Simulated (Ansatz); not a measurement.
**C₂H₄AlN: ionisation energy by level of theory**

Aim: the vertical ionisation energy of C₂H₄AlN, as cation minus neutral at the neutral's geometry, on several levels, and how well −ε(HOMO) stands in for it.

Program: Ansatz 0.2.0, Gaussian basis. Level of theory: unrestricted cation, the program's frozen cores in correlated methods. These are calculated values, not measurements.

Levels to be run: UKS PBE-D4/def2-TZVPP; UKS r2SCAN-D4/def2-TZVPP; UKS PBE0-D4/def2-TZVPP; UKS B3LYP-D4/def2-TZVPP; UKS wB97X-V/def2-TZVPP; UKS wB97M-V/def2-TZVPP; UKS B2PLYP/def2-TZVPP; UHF-CCSD(T)/def2-TZVPP; UHF-MP2/def2-QZVPP; extrapolation to the limit; then −ε(HOMO) from the neutral's earlier runs with LDA (SPW92), PBE-D4, revPBE-D4, BLYP-D4, r2SCAN-D4, B97M-V, PBE0-D4, B3LYP-D4, r2SCANh-D4, r2SCAN0-D4, HSE06-D4, BHLYP-D4, CAM-B3LYP-D4, LC-ωPBE, ωB97X-V, ωB97M-V.

**1. The relaxed structure**

An earlier PBE0-D4 in a triple-zeta def2 set relaxation fixed the geometry.

SMILES `C=C=[N][AlH2]`, 8 atoms, charge 0, spin multiplicity 1.

Atoms are counted from 1 here; the program's logs count them from 0.

Bond lengths: C1–C2 1.314 Å, C1–H5 1.081 Å, C1–H6 1.081 Å, C2–N3 1.196 Å, N3–Al4 1.768 Å, Al4–H7 1.576 Å, Al4–H8 1.576 Å. Angles: C2–C1–H5 120.1°, C2–C1–H6 120.1°, H5–C1–H6 119.9°, C1–C2–N3 180.0°, C2–N3–Al4 180.0°, N3–Al4–H7 116.8°, N3–Al4–H8 116.8°, H7–Al4–H8 126.4°.

**2. Cation, UKS PBE-D4/def2-TZVPP**

File in.yaml:

```yaml
crystal:
  periodic: [false, false, false]
  atoms:
    - {symbol: C, position_ang: [-0.215734, 2.071919, 0.367363]}
    - {symbol: C, position_ang: [-0.074922, 0.786082, 0.136231]}
    - {symbol: N, position_ang: [0.053251, -0.384475, -0.074254]}
    - {symbol: Al, position_ang: [0.241834, -2.114336, -0.386352]}
    - {symbol: H, position_ang: [-0.544041, 2.731278, -0.423366]}
    - {symbol: H, position_ang: [-0.003523, 2.472131, 1.348470]}
    - {symbol: H, position_ang: [-0.089742, -2.613967, -1.843439]}
    - {symbol: H, position_ang: [0.725077, -3.005933, 0.819548]}
basis:
  gaussian: {orbitals: def2-TZVPP}
total_charge: 1
magnetization: {spin_polarized: true, initial_magnetization: 1}
hamiltonian: {xc: pbe, dispersion: d4}
```

Launch:

```sh
> ansatz run in.yaml --threads 2 --pin off --events-out ev --progress --plain --max-ram 4352MiB
```

Further steps of the session: Cation, UKS r2SCAN-D4/def2-TZVPP; Cation, UKS PBE0-D4/def2-TZVPP; Cation, UKS B3LYP-D4/def2-TZVPP; Cation, UKS wB97X-V/def2-TZVPP; Cation, UKS wB97M-V/def2-TZVPP; Cation, UKS B2PLYP (frozen core)/def2-TZVPP; Cation, UHF-CCSD(T)/def2-TZVPP; Cation, UHF-MP2/def2-QZVPP.

Before running them: what should the planned runs give, taken together? Wanted: ionisation energy, CCSD(T)/CBS; nearest functional by difference; nearest −ε(HOMO); −ε(HOMO) of PBE; T1 of the cation.

The runs gave:

| quantity | value |
| --- | --- |
| ionisation energy, CCSD(T)/CBS | 8.39 eV |
| nearest functional by difference | B3LYP-D4 (-0.01 eV) |
| nearest −ε(HOMO) | ωB97X-V (+0.04 eV) |
| −ε(HOMO) of PBE | 5.24 eV |
| T1 of the cation | 0.029 |

In words: By cation minus neutral, the functionals miss by 0.16 eV at most. −ε(HOMO) of PBE misses by 3.2 eV, since self-interaction lifts the level. Among orbital estimates ωB97X-V comes nearest. Hartree-Fock falls 1.40 eV short, as the neutral has more correlation energy than the cation.
